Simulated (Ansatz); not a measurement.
Run this with the Ansatz DFT code, driven from Python and show what comes out.

The script, `torsion_b2h8si2.py`:
```python
"""Rigid torsion scan of B2H8Si2."""

import ansatz as az
from ase import Atoms

atoms = Atoms(["B", "Si", "B", "Si", "H", "H", "H", "H", "H", "H", "H", "H"], positions=[
    (-0.9891, 1.6311, -0.0955),
    (0.3265, 0.3757, 0.3448),
    (-0.3236, -0.7221, 1.801),
    (0.8152, -0.9033, -1.4312),
    (-1.5102, 1.6736, -1.2064),
    (-1.4028, 2.4701, 0.701),
    (1.5883, 1.0803, 0.7445),
    (-0.3622, -1.8737, 1.6656),
    (-0.5648, -0.2083, 2.8909),
    (1.2097, -0.0761, -2.5196),
    (-0.5042, -1.6096, -1.7955),
    (1.7941, -1.8928, -1.0656),
])

# relax first, so that the scan starts from a minimum
first = (
    az.Crystal.molecule_from_ase(atoms).calculation()
    .basis(gaussian="def2-SVP")
    .functional("pbe0")
    .relax(force_tolerance=0.02, max_steps=80)
)
atoms.positions = first.run(threads=1, pin="off").report["positions_ang"]

start = atoms.get_dihedral(2, 1, 0, 4)
energies = {}
for turn in range(0, 360, 40):
    turned = atoms.copy()
    turned.set_dihedral(2, 1, 0, 4, start + turn, indices=[0, 4, 5])
    job = az.Crystal.molecule_from_ase(turned).calculation()
    job = job.basis(gaussian="def2-SVP")
    job = job.functional("pbe0")
    energies[round((start + turn) % 360)] = job.run(threads=1, pin="off").report["free_energy_ev"]
floor = min(energies.values())
print("dihedral B2-Si1-B0-H4 (deg)   E - E(min) (kJ/mol)")
for angle, e in sorted(energies.items()):
    print(f"{angle:8d} {96.485332 * (e - floor):14.3f}  " + "#" * int(30 * (e - floor) / max(max(energies.values()) - floor, 1e-9)))
```

`python torsion_b2h8si2.py` gives:
```text
dihedral B2-Si1-B0-H4 (deg)   E - E(min) (kJ/mol)
       6          9.773  ###########
      46         24.489  #############################
      86         18.890  #######################
     126          3.812  ####
     166          3.743  ####
     206         18.757  ######################
     246         24.620  ##############################
     286          9.867  ############
     326          0.000
```

The scan is rigid and the energies are electronic, in a modest basis. With rigid groups the curve can differ much from the relaxed path, the start wasn't checked as a minimum of this torsion, and equivalent turns needn't return to the same energy. Finished in 2.2 min on 1 thread of Arm Neoverse V1 (shared host), peak memory 0.29 GiB.
